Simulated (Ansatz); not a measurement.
# C2H8Si2: how energies converge with the basis set

An exercise on one series of results from a longer session: the logs are not shown, and one member is left open.

Method: one geometry, several basis sets; program: Ansatz 0.2.0, Gaussian basis.

The runs, in order: PBE0-D4/def2-SVP; ωB97M-V/def2-SVP; PBE0-D4/def2-QZVPP; ωB97M-V/def2-QZVPP; the functionals' def2-TZVPP values are taken from earlier runs.

**Structure used throughout**

An earlier PBE0-D4 in a triple-zeta def2 set relaxation fixed the geometry.

12 atoms, charge 0, spin multiplicity 1.

Atoms are counted from 1 here; the program's logs count them from 0.

Bond lengths: C1–Si2 1.893 Å, C1–Si4 1.893 Å, C1–H5 1.089 Å, C1–H6 1.094 Å, Si2–C3 1.893 Å, Si2–H7 1.490 Å, Si2–H8 1.488 Å, C3–Si4 1.893 Å, C3–H9 1.094 Å, C3–H10 1.089 Å, Si4–H11 1.488 Å, Si4–H12 1.490 Å. Angles: Si2–C1–Si4 86.7°, Si2–C1–H5 118.5°, Si2–C1–H6 111.5°, Si4–C1–H5 118.5°, Si4–C1–H6 111.5°, H5–C1–H6 108.7°, C1–Si2–C3 91.4°, C1–Si2–H7 116.2°, C1–Si2–H8 111.9°, C3–Si2–H7 116.2°, C3–Si2–H8 111.9°, H7–Si2–H8 108.6°, Si2–C3–Si4 86.7°, Si2–C3–H9 111.5°, Si2–C3–H10 118.5°, Si4–C3–H9 111.5°, Si4–C3–H10 118.5°, H9–C3–H10 108.7° and more.

The first run:

Contents of in.yaml:

```yaml
crystal:
  periodic: [false, false, false]
  atoms:
    - {symbol: C, position_ang: [-0.418379, 0.251813, -1.264697]}
    - {symbol: Si, position_ang: [1.244276, 0.183888, -0.362567]}
    - {symbol: C, position_ang: [0.380936, -0.003346, 1.311484]}
    - {symbol: Si, position_ang: [-1.190625, -0.402389, 0.334845]}
    - {symbol: H, position_ang: [-0.539413, -0.330433, -2.176733]}
    - {symbol: H, position_ang: [-0.723760, 1.282875, -1.464110]}
    - {symbol: H, position_ang: [2.125500, 1.374762, -0.518040]}
    - {symbol: H, position_ang: [2.021598, -1.032861, -0.724301]}
    - {symbol: H, position_ang: [0.297837, 0.956803, 1.828524]}
    - {symbol: H, position_ang: [0.760301, -0.745235, 2.012301]}
    - {symbol: H, position_ang: [-1.444820, -1.867499, 0.268554]}
    - {symbol: H, position_ang: [-2.436550, 0.276322, 0.788641]}
basis:
  gaussian: {orbitals: def2-SVP}
hamiltonian: {xc: pbe0, dispersion: d4}
output: {orbitals: {seedname: orbitals}}
```

Steps of the session up to this table: PBE0-D4 in def2-SVP; ωB97M-V in def2-SVP; PBE0-D4 in def2-QZVPP; ωB97M-V in def2-QZVPP.

One of the session's tables, all rows but one given; the rest of the session is left out.

It belongs to the step «Density functionals: the series». 

```
functional       basis  HOMO (eV)  LUMO (eV)
   PBE0-D4    def2-SVP      -7.72       0.48
   PBE0-D4  def2-TZVPP          ?          ?
   PBE0-D4  def2-QZVPP      -7.72      -0.13
   ωB97M-V    def2-SVP      -9.84       2.30
   ωB97M-V  def2-TZVPP      -9.87       1.54
   ωB97M-V  def2-QZVPP      -9.87       1.19
```

**Question.** Estimate the row for PBE0-D4, def2-TZVPP.

As computed: HOMO (eV): -7.72; LUMO (eV): 0.00.
